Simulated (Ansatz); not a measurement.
The system is Ta3N.

```
Ta N
1.0
     3.03222    0.00000    0.00000
    -1.51611    2.62598    0.00000
     0.00000    0.00000    7.52414
Ta N
3 1
Direct
  0.66667 0.33333 0.82607
  0.33333 0.66667 0.17393
  0.00000 0.00000 0.50000
  0.00000 0.00000 0.00000
```

The cell comes from a database or a generator and needn't be the stable form of this composition.

Base run:

- Program: Ansatz 0.2.0
- Functional: LDA
- Potentials or basis: all-electron LAPW, scalar-relativistic
- Cutoff: 336 eV
- Density cutoff: 1344 eV
- Basis error allowed: 0.002 eV/atom
- k mesh: 10 × 10 × 4
- Occupations: fermi-dirac, width 0.05 eV
- Spin: no spin polarisation

Its results: pressure -13.3 GPa; largest force 0.534 eV/Å.

The run is repeated on the same cell with these changes: functional from LDA to PBE. What comes out?

Pressure -0.6 GPa; largest force 0.130 eV/Å.

PBE binds less tightly than LDA, so the same cell stands under more pressure.

Not every run made on this cell is shown here.
